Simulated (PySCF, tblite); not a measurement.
# C5H5NO2Si: geometry, infrared bands and NMR shifts

What infrared bands and NMR shifts should C5H5NO2Si (`c1cnc2c(c1)O[SiH2]O2`) show?

Computed with tblite 0.8.0 and PySCF 2.14.0, with density-fitted response routines of our own, on a single molecule in the gas phase. Atoms are numbered from 0 throughout.

## Step 1: The starting structure

14 atoms, charge 0, multiplicity 1; geometry from: force field or distance geometry start.

Bonds of the start (Å): C0–C1 1.37, C1–N2 1.35, N2–C3 1.37, C3–C4 1.33, C4–C5 1.41, C4–O6 1.39, O6–Si7 1.76, Si7–O8 1.75, C5–C0 1.36, O8–C3 1.39, C0–H9 1.09, C1–H10 1.09, C5–H11 1.08, Si7–H12 1.45, Si7–H13 1.46.

## Step 2: Geometry optimisation with GFN2-xTB

The job: settings as JSON, then the geometry in Å.

```
{"job": {"kind": "relax", "xc": "GFN2-xTB", "basis": "xTB"}, "charge": 0, "multiplicity": 1}
C     -2.163900     0.296200     0.113600
C     -2.015500    -0.995800    -0.311500
N     -0.777400    -1.472300    -0.535700
C      0.353400    -0.707600    -0.398400
C      0.245200     0.546700     0.018700
C     -1.046100     1.057600     0.263500
O      1.427000     1.264500     0.141100
Si     2.672000     0.016000     0.119700
O      1.643900    -1.182900    -0.629400
H     -3.154300     0.712600     0.321000
H     -2.870900    -1.655800    -0.442700
H     -1.173900     2.074700     0.594300
H      3.775700     0.397600    -0.747400
H      3.084300    -0.351900     1.471300
```

On the command line:

```
OMP_NUM_THREADS=1 python probes_run.py task.json out
```

One launch serves the whole session: the jobs run in the order shown.

**Question.** This job is followed by: GFN2-xTB harmonic vibrations, gas phase; GIAO PBE0/pcSseg-1 NMR shielding, non-relativistic, gas phase. What will the session give for the following? strongest single infrared mode (GFN2-xTB); zero-point energy (GFN2-xTB); ¹³C shifts against TMS (PBE0/pcSseg-1); ¹H shifts against TMS (PBE0/pcSseg-1, means over atoms taken as alike); ¹⁵N shifts against NH3 (PBE0/pcSseg-1); ¹⁷O shifts against H2O (PBE0/pcSseg-1); ²⁹Si shifts against TMS (PBE0/pcSseg-1); surface potential, 1st and 99th percentile.

As calculated:

```
                                                              quantity                                  value
                             strongest single infrared mode (GFN2-xTB)                  2366 cm⁻¹, 384 km/mol
                                          zero-point energy (GFN2-xTB)                          57.2 kcal/mol
                                ¹³C shifts against TMS (PBE0/pcSseg-1)  162.8, 146.5, 145.7, 124.6, 121.4 ppm
¹H shifts against TMS (PBE0/pcSseg-1, means over atoms taken as alike)             8.17, 7.50, 6.97, 5.71 ppm
                                ¹⁵N shifts against NH3 (PBE0/pcSseg-1)                              313.6 ppm
                                ¹⁷O shifts against H2O (PBE0/pcSseg-1)                       135.9, 102.9 ppm
                               ²⁹Si shifts against TMS (PBE0/pcSseg-1)                               -1.6 ppm
                                 surface potential, 1st and 99th percentile                     -1.88 V and 2.23 V
```

**Reading.** The optimisation took 40 steps and gained 0.836 eV; among the close pairs (by a distance rule), O6–Si7 changed most, from 1.763 to 1.660 Å. All 36 modes are real, so the xTB geometry is a minimum. The strongest single mode, at 2366 cm⁻¹, moves mainly H13 and H12. Unscaled tight-binding wavenumbers are off by several per cent, some by more. Its intensities can rank the bands wrongly. At PBE0/pcSseg-1: Shielding is most anisotropic at N2 (span 580 ppm, paramagnetic term -380 ppm). NICS(1)zz of -25 ppm above the planar ring from C0 marks a diatropic (aromatic) ring current. At PBE0/pcSseg-1, counted by nearest atom on the grid, the HOMO lies on C1, C3, C4 about 16 % each; C0 14 %, the LUMO on C5 24 %; N2 23 %.
